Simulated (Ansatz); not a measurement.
# C2H5AlO: small, medium and large basis sets

The task here is to estimate one member of a computed series from the others.

Program: Ansatz 0.2.0, Gaussian basis. Level of theory: one geometry, several basis sets. These are calculated values, not measurements.

Plan: PBE0-D4/def2-SVP; ωB97M-V/def2-SVP; PBE0-D4/def2-QZVPP; ωB97M-V/def2-QZVPP; the functionals' def2-TZVPP values are taken from earlier runs.

## The relaxed structure

All runs share one geometry, relaxed beforehand with PBE0-D4 in a triple-zeta def2 set.

SMILES `C=[CH][AlH][OH]`, 9 atoms, charge 0, spin multiplicity 1.

Atoms are counted from 1 here; the program's logs count them from 0.

Bond lengths: C1–C2 1.336 Å, C1–H5 1.089 Å, C1–H6 1.087 Å, C2–Al3 1.933 Å, C2–H7 1.090 Å, Al3–O4 1.700 Å, Al3–H8 1.586 Å, O4–H9 0.955 Å. Angles: C2–C1–H5 122.7°, C2–C1–H6 121.7°, H5–C1–H6 115.6°, C1–C2–Al3 120.8°, C1–C2–H7 116.9°, Al3–C2–H7 122.3°, C2–Al3–O4 115.0°, C2–Al3–H8 125.2°, O4–Al3–H8 119.9°, Al3–O4–H9 123.1°.

The first run:

Input file in.yaml:

```yaml
crystal:
  periodic: [false, false, false]
  atoms:
    - {symbol: C, position_ang: [0.318216, 1.290304, -0.964978]}
    - {symbol: C, position_ang: [0.618442, -0.007279, -0.866258]}
    - {symbol: Al, position_ang: [-0.090658, -1.080788, 0.576364]}
    - {symbol: O, position_ang: [-1.093560, -0.245953, 1.665220]}
    - {symbol: H, position_ang: [0.700101, 1.923609, -1.764149]}
    - {symbol: H, position_ang: [-0.329768, 1.782549, -0.243684]}
    - {symbol: H, position_ang: [1.274971, -0.421310, -1.631961]}
    - {symbol: H, position_ang: [0.196282, -2.625434, 0.792556]}
    - {symbol: H, position_ang: [-1.505525, -0.662099, 2.419789]}
basis:
  gaussian: {orbitals: def2-SVP}
hamiltonian: {xc: pbe0, dispersion: d4}
output: {orbitals: {seedname: orbitals}}
```

Run with:

```console
$ ansatz run in.yaml --threads 2 --pin off --events-out ev --progress --plain --max-ram 4352MiB
```

Steps of the session up to this table: PBE0-D4 in def2-SVP; ωB97M-V in def2-SVP; PBE0-D4 in def2-QZVPP; ωB97M-V in def2-QZVPP.

One of the session's tables, all rows but one given; the rest of the session is left out.

It belongs to the step «Functionals by basis». 

```
functional       basis  HOMO (eV)
   PBE0-D4    def2-SVP      -7.86
   PBE0-D4  def2-TZVPP      -7.96
   PBE0-D4  def2-QZVPP      -7.98
   ωB97M-V    def2-SVP     -10.10
   ωB97M-V  def2-TZVPP          ?
   ωB97M-V  def2-QZVPP     -10.23
```

Estimate the missing values for ωB97M-V, def2-TZVPP.

As computed: HOMO (eV): -10.21. In the column «HOMO (eV)» it lies between ωB97M-V, def2-QZVPP (-10.23) and ωB97M-V, def2-SVP (-10.10).
